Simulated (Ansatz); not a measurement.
# Mg2NCl: the cost of one run

The runs shown are made with Ansatz 0.2.0. PAW datasets, plane waves. No spin polarisation and no zero-point or thermal motion.

### 1 Starting point

The unstrained cell was relaxed with r2SCAN; in each strained cell the atoms were relaxed again with r2SCAN. Names of k-points are those of the unstrained zone, where strain can split equivalent points. First state: no strain.

It is trigonal, R-3m (No. 166); conventional cell a = 3.293 Å, c = 17.814 Å, 13.94 Å³ an atom. Mg has 3 N at 2.15 Å and 3 Cl at 2.74 Å; N has 6 Mg at 2.15 Å; Cl has 6 Mg at 2.74 Å.

The structure in full:

```cif
data_structure
_symmetry_space_group_name_H-M 'R-3m:H'
_symmetry_Int_Tables_number 166
_cell_length_a 3.2932
_cell_length_b 3.2932
_cell_length_c 17.8139
_cell_angle_alpha 90.000
_cell_angle_beta 90.000
_cell_angle_gamma 120.000
_cell_volume 167.31
loop_
_atom_site_label
_atom_site_type_symbol
_atom_site_symmetry_multiplicity
_atom_site_Wyckoff_symbol
_atom_site_fract_x
_atom_site_fract_y
_atom_site_fract_z
_atom_site_occupancy
Mg1 Mg 6 c 0.00000 0.00000 0.22291 1
N1 N 3 b 0.33333 0.66667 0.16667 1
Cl1 Cl 3 a 0.00000 0.00000 0.00000 1
```

### 2 No strain: PBE

Input file input.yaml:

```yaml
crystal:
  lattice:
    - [1.6466125277, 0.9506721861, 5.9379615109]
    - [-1.6466125277, 0.9506721861, 5.9379615109]
    - [0.0, -1.9013443722, 5.9379615109]
  atoms:
    - { symbol: Mg, position: [0.222910412, 0.222910412, 0.222910412] }
    - { symbol: Mg, position: [0.777089588, 0.777089588, 0.777089588] }
    - { symbol: "N", position: [0.5, 0.5, 0.5] }
    - { symbol: Cl, position: [0.0, 0.0, 0.0] }
kpoints:
  mp_grid: { grid: [10, 10, 10] }
  band_path:
    path:
      - [0.0, 0.0, 0.0]
      - [0.5, 0.5, 0.5]
      - [0.8162451632, 0.1837548368, 0.5]
      - [0.5, -0.1837548368, 0.1837548368]
      - [0.5, 0.0, 0.0]
      - [0.3418774184, -0.3418774184, 0.0]
      - [0.6581225816, 0.0, 0.3418774184]
      - [0.5, 0.0, 0.5]
    npoints: 1
hamiltonian:
  xc: pbe
scf:
  occupations: { method: fermi_dirac, width: 0.02 }
  n_extra_bands: 5
output:
  forces: true
  stress: true
  eigenvalues: true
```

Started as:

```console
$ ansatz run input.yaml --threads 4 --pin off --max-ram 4608MiB --backend cpu --events-out ev --progress --plain --runs-dir out
```

What time and memory should one allow on 4 threads of Arm Neoverse V1, shared host?

About 2.3 s, with a peak of 0.4 GiB.
